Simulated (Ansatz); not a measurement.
I need a polarisability from point charges of H2IIn, SMILES [InH2][I]. Use Ansatz 0.2.0 through its Python package. Use (for the species named): Hartree-Fock, def2-SVPD basis, multiplicity 1.

```yaml
atoms:
  - { symbol: In, position_ang: [-0.2283, -0.0265, -0.0785] }
  - { symbol: I, position_ang: [2.2856, 0.2652, 0.7869] }
  - { symbol: H, position_ang: [-1.0800, -1.4718, 0.2519] }
  - { symbol: H, position_ang: [-0.9773, 1.2331, -0.9602] }
```

Script `field_h2iin.py`:
```python
import ansatz as az
import numpy as np

BASIS = 'def2-SVPD'
FUNCTIONAL = 'hf'

geometry_ang = [
    ('In', (-0.2283, -0.0265, -0.0785)),
    ('I', (2.2856, 0.2652, 0.7869)),
    ('H', (-1.08, -1.4718, 0.2519)),
    ('H', (-0.9773, 1.2331, -0.9602)),
]
geometry = az.Crystal.molecule()
for symbol, xyz in geometry_ang:
    geometry = geometry.atom(symbol, xyz)

base = (
    geometry.calculation()
    .basis(gaussian=BASIS)
    .functional(FUNCTIONAL)
    .forces()
)
centre = np.mean([site.position_ang for site in geometry.cartesian_sites], axis=0)
field = 2 * 14.399645 * 2.0 / 25.0 ** 2


def dipole(axis, sign):
    arm = 25.0 * np.eye(3)[axis]
    pair = [{'charge': sign * 2.0, 'position_ang': (centre - arm).tolist()}, {'charge': -sign * 2.0, 'position_ang': (centre + arm).tolist()}]
    deck = base.input().set(az.key.basis.gaussian.point_charges, pair)
    return np.array(az.Session.from_dict(deck).plan().execute().report['charge_distribution']['dipole_moment_e_ang'])


print(f'field {field:.4f} V/A')
alpha = np.array([(dipole(axis, 1) - dipole(axis, -1)) / (2 * field) * 14.399645 for axis in range(3)])
print('polarisability tensor (A^3)')
print(np.array2string(alpha, precision=3, suppress_small=True))
print(f'mean {np.trace(alpha) / 3:.3f} A^3 = {np.trace(alpha) / 3 / 0.14818471:.2f} bohr^3')
```

Output of `python field_h2iin.py`:
```text
field 0.0922 V/A
polarisability tensor (A^3)
[[12.978  0.553  1.495]
 [ 0.545  9.458 -0.322]
 [ 1.468 -0.317  9.032]]
mean 10.489 A^3 = 70.78 bohr^3
```

Caveats:
- The geometry is a force-field or estimated start, not a minimum of this method, and the basis set is short of its limit. The field of two point charges is only nearly even.
- def2 sets replace the cores of elements past krypton by effective core potentials.
- Finished in 14 s on 1 thread of Arm Neoverse V1, with other jobs on the host, peak memory 0.24 GiB.

(Lines on the test bed's own set-up are left out of the output.)
